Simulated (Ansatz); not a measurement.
This script makes an all-electron equation of state of Hf, space group Fm-3m with the Ansatz DFT code, driven from Python.

The script, `hf_eos_lapw.py`:
```python
'''E(V) of Hf on LAPW.'''

import warnings

import ansatz as az
from ase.eos import EquationOfState
from ase.units import GPa
import numpy as np

XC = 'PBEsol'
OCCUPATIONS = 'fermi_dirac'
SMEARING_WIDTH = 0.1
MESH = (11, 11, 11)

VECTORS = np.array([
    [0.0, 2.22, 2.22],
    [2.22, 0.0, 2.22],
    [2.22, 2.22, 0.0],
])
SITES = [
    ('Hf', (0.0, 0.0, 0.0)),
]


def on_lattice(cell):
    crystal = az.Crystal(lattice=az.Lattice.of(cell))
    for symbol, position in SITES:
        crystal = crystal.atom(symbol, position)
    return crystal


def main() -> None:
    warnings.simplefilter('ignore', az.DeckWarning)

    volumes, energies = [], []
    for scale in np.linspace(0.94, 1.06, 5):
        cell = VECTORS * scale ** (1 / 3)
        base = on_lattice(cell).calculation()
        base = base.functional(XC).occupations(OCCUPATIONS, width=SMEARING_WIDTH)
        base = base.kpoints(*MESH)
        base = base.pseudopotentials('all_electron', lapw=True, basis_error=0.001)
        rep = base.run(threads=1).report
        volumes.append(abs(np.linalg.det(cell)) / len(SITES))
        energies.append(rep['free_energy_ev'] / len(SITES))
        print(f'{scale:.3f} {volumes[-1]:9.4f} A^3/atom {energies[-1]:16.5f} eV/atom  (estimated basis error {1000 * rep["lapw_basis_errors"]["total_ev_per_atom"]:.2f} meV/atom)')
    v0, e0, bulk = EquationOfState(volumes, energies, eos='birchmurnaghan').fit()
    print(f'V0 = {v0:.4f} A^3/atom, B0 = {bulk / GPa:.1f} GPa')


if __name__ == '__main__':
    main()
```

From its runs, with one value withheld:

| V (Å³/atom) | F less the lowest row shown (meV/atom) |
| --- | --- |
| 20.569 | 15.55 |
| 21.226 | 0.55 |
| 21.882 | 0.00 |
| 22.539 | 12.08 |
| 23.195 | ? |

What is the missing energy at 23.195 Å³ an atom?

A third-order Birch-Murnaghan fit, E = E0 + (9 V0 B0 / 16) [(t - 1)³ B' + (t - 1)² (6 - 4t)] with t = (V0/V)^(2/3), through the 4 rows shown gives V0 = 21.577 Å³, B0 = 107.7 GPa, B' = 3.42 and E0 = -1.42 meV. At V = 23.195 Å³, t = 0.95294, and the fit extrapolates to 35.21 meV. The run gave 35.19 meV, a miss of 0.02 meV.

For a metal this k-point mesh is coarse: on a finer one energies can move by several to tens of meV an atom and pressures by half a GPa or more, differences at one mesh by less. Spin-orbit coupling, which matters for elements this heavy, is left out. This isn't the structure that Hf takes at ambient conditions. Run time: 33 s on 1 thread of Arm Neoverse V1, with other jobs on the host, peak memory 0.34 GiB.
